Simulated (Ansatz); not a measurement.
## CH5GeO (charge -1), SMILES C[O][GeH2-]: a rigid scan of one bond angle, step by step

With Ansatz 0.2.0 through its Python package.

Typed at the interpreter:
```pycon
>>> import ansatz as az
>>> from ase import Atoms
>>> atoms = Atoms(["C", "O", "Ge", "H", "H", "H", "H", "H"], positions=[
...     [-1.1615, -0.1059, 0.099],
...     [-0.1079, -0.4178, -0.7741],
...     [1.4321, -0.1215, 0.1095],
...     [-2.1211, -0.285, -0.428],
...     [-1.1363, 0.9673, 0.3924],
...     [-1.1462, -0.7615, 0.9982],
...     [2.6173, -0.6776, -0.7201],
...     [1.6236, 1.402, 0.3232],
... ])
>>> # relax first, so that the scan starts from a minimum
>>> first = (
...     az.Crystal.molecule_from_ase(atoms).calculation()
...     .basis(gaussian="def2-SVP")
...     .functional("pbe0", dispersion="d4")
...     .charge(-1)
...     .relax(force_tolerance=0.02, max_steps=80)  # relax until the tolerances are met
... )
>>> atoms.positions = first.run().report["positions_ang"]
>>> rows = []
>>> for angle in [85, 95, 105, 115, 125, 140, 160]:
...     bent = atoms.copy()
...     bent.set_angle(2, 1, 0, angle, indices=[0, 3, 4, 5])
...     setup = (
...         az.Crystal.molecule_from_ase(bent).calculation()
...         .basis(gaussian="def2-SVP")
...         .functional("pbe0", dispersion="d4")
...         .charge(-1)  # electrons removed from the neutral system
...     )
...     rows.append((angle, setup.run().report["free_energy_ev"]))
...
>>> floor = min(e for _, e in rows)
>>> for angle, e in rows:
...     print(f"angle Ge2-O1-C0 = {angle:3d} deg   {1000 * (e - floor):9.1f} meV")
...
angle Ge2-O1-C0 =  85 deg       972.6 meV
angle Ge2-O1-C0 =  95 deg       348.8 meV
angle Ge2-O1-C0 = 105 deg        75.5 meV
angle Ge2-O1-C0 = 115 deg         0.0 meV
angle Ge2-O1-C0 = 125 deg        41.7 meV
angle Ge2-O1-C0 = 140 deg       219.3 meV
angle Ge2-O1-C0 = 160 deg       491.8 meV
```

Caveats:
- The scan is rigid, and the energies are electronic, in a modest basis. The zero is the lowest point of the grid, which needn't be the minimum.
- Anions want diffuse functions, which this basis lacks.
- Hardware and time: 46 s on 1 thread of Arm Neoverse V1, on a shared host, peak memory 0.25 GiB.

(A comment or docstring line of the script was reworded after the run, the code is as it ran.)
